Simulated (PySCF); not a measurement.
# C3H8FSi: the cost of one run

Computed with PySCF 2.14.0, with density-fitted response routines of our own, on a single molecule, in the gas phase or a continuum. Atoms are numbered from 0 throughout.

**1. The molecule as given**

13 atoms, charge 1, multiplicity 1; geometry from: GFN2-xTB. The atoms were then displaced at random by about 0.01 Å, so the start is not that level's minimum.

Bonds of the start (Å): C0–Si1 1.89, Si1–C2 1.88, Si1–C3 1.96, C3–F4 1.35, C0–H5 1.11, C0–H6 1.09, C0–H7 1.07, C2–H8 1.06, C2–H9 1.10, C2–H10 1.10, C3–H11 1.08, C3–H12 1.07.

**2. Relaxing the molecule at PBE0-D3(BJ)/def2-SVP**

What the job is given:

```
{"job": {"xc": "PBE0", "basis": "def2-SVP", "d3": "d3bj", "grid": 1, "shake": 0.01, "kind": "geom"}, "charge": 1, "multiplicity": 1}
C     -0.964050    -1.717670     0.053710
Si    -0.135540    -0.025030     0.004480
C     -0.868700     1.704940    -0.091540
C      1.819490    -0.092100     0.038050
F      2.254170     1.176620    -0.135270
H     -2.006940    -1.617190     0.428260
H     -1.041220    -2.130400    -0.948490
H     -0.429690    -2.402280     0.670250
H     -1.712470     1.767160    -0.730580
H     -1.184220     2.049710     0.908630
H     -0.105030     2.417980    -0.427780
H      2.216530    -0.697610    -0.761670
H      2.163480    -0.451040     0.981640
```

Started as:

```sh
$ OMP_NUM_THREADS=1 python probes_run.py task.json out
```

This one command runs all jobs of the session in turn.

**Question.** How long does this first job take on 1 thread of Intel Xeon Platinum 8488C, shared host, and how much memory does it need?

About 90 s, with a peak of 0.49 GiB.
